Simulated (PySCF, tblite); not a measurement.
# C₉H₁₁OP: geometry, infrared bands and NMR shifts

Wanted: the infrared bands and NMR shifts of C₉H₁₁OP (`C#CCP(CC)c1ccco1`), by calculation.

Computed with tblite 0.8.0 and PySCF 2.14.0, with density-fitted response routines of our own, on a single molecule in the gas phase. Atoms are numbered from 0 throughout.

**1. Starting geometry**

22 atoms, charge 0, multiplicity 1; geometry from: force field or distance geometry start.

Bonds of the start (Å): C0–C1 1.19, C1–C2 1.48, C2–P3 1.84, P3–C4 1.83, C4–C5 1.53, P3–C6 1.83, C6–C7 1.38, C7–C8 1.41, C8–C9 1.38, C9–O10 1.36, O10–C6 1.35, C0–H11 1.08, C2–H12 1.09, C2–H13 1.09, C4–H14 1.10, C4–H15 1.10, C5–H16 1.10, C5–H17 1.10, C5–H18 1.09, C7–H19 1.08, C8–H20 1.07, C9–H21 1.09.

**2. Geometry optimisation with GFN2-xTB**

What the job is given:

```
{"job": {"kind": "relax", "xc": "GFN2-xTB", "basis": "xTB"}, "charge": 0, "multiplicity": 1}
C     -3.250900     2.347800     1.659300
C     -2.136500     1.963300     1.515900
C     -0.737700     1.490300     1.370100
P     -0.768300    -0.232300     0.722300
C     -1.154900     0.106100    -1.039100
C     -1.146500    -1.153900    -1.898600
C      1.033800    -0.523600     0.602500
C      1.678000    -1.710200     0.885500
C      3.055800    -1.490100     0.650300
C      3.155200    -0.177200     0.253100
O      1.933800     0.412400     0.218700
H     -4.264700     2.691200     1.782500
H     -0.203200     2.161500     0.703100
H     -0.236300     1.516200     2.335100
H     -0.449800     0.843900    -1.457900
H     -2.153600     0.558700    -1.094800
H     -0.149900    -1.616600    -1.913100
H     -1.858600    -1.900200    -1.524600
H     -1.415900    -0.908600    -2.922400
H      1.210600    -2.632500     1.214200
H      3.860400    -2.184000     0.764300
H      3.988500     0.457300    -0.035600
```

On the command line:

```
> OMP_NUM_THREADS=1 python probes_run.py task.json out
```

One launch serves the whole session: the jobs run in the order shown.

**Question.** This job is followed by: GFN2-xTB harmonic vibrations, gas phase; GIAO PBE0/pcSseg-1 NMR shielding, non-relativistic, gas phase. What will the session give for the following? strongest single infrared mode (GFN2-xTB); zero-point energy (GFN2-xTB); 13C shifts against TMS (PBE0/pcSseg-1); 1H shifts against TMS (PBE0/pcSseg-1, means over atoms taken as alike); 31P shifts against H3PO4 (PBE0/pcSseg-1); 17O shifts against H2O (PBE0/pcSseg-1); surface potential, 1st and 99th percentile.

As calculated:

```
                                                              quantity                                                         value
                             strongest single infrared mode (GFN2-xTB)                                          1171 cm⁻¹, 49 km/mol
                                          zero-point energy (GFN2-xTB)                                                106.7 kcal/mol
                                13C shifts against TMS (PBE0/pcSseg-1)  158.1, 151.8, 130.0, 117.6, 85.8, 76.0, 27.4, 20.7, 12.0 ppm
1H shifts against TMS (PBE0/pcSseg-1, means over atoms taken as alike)                  7.75, 7.17, 6.61, 2.93, 2.12, 1.44, 0.98 ppm
                              31P shifts against H3PO4 (PBE0/pcSseg-1)                                                     -64.1 ppm
                                17O shifts against H2O (PBE0/pcSseg-1)                                                     308.0 ppm
                                 surface potential, 1st and 99th percentile                                            -0.95 V and 1.23 V
```

In words: Over 98 steps the energy fell by 0.145 eV; of the close pairs, C1–C2 changed most, 1.484 to 1.441 Å. All 60 modes are real, so the xTB geometry is a minimum. The strongest single mode, at 1171 cm⁻¹, is spread over several atoms, C6, O10, H21, C8 among them. GFN2-xTB is a fitted tight-binding method: band positions and strengths are rough. Its intensities can rank the bands wrongly. At PBE0/pcSseg-1: Shielding is most anisotropic at O10 (span 385 ppm, paramagnetic term -371 ppm). NICS(1)zz of -26 ppm above the planar ring from C6 marks a diatropic (aromatic) ring current. At PBE0/pcSseg-1, counted by nearest atom on the grid, the HOMO lies on C6, C9 about 26 % each; C7, C8 about 11 % each, the LUMO on C6, C9 about 18 % each; O10 12 %.
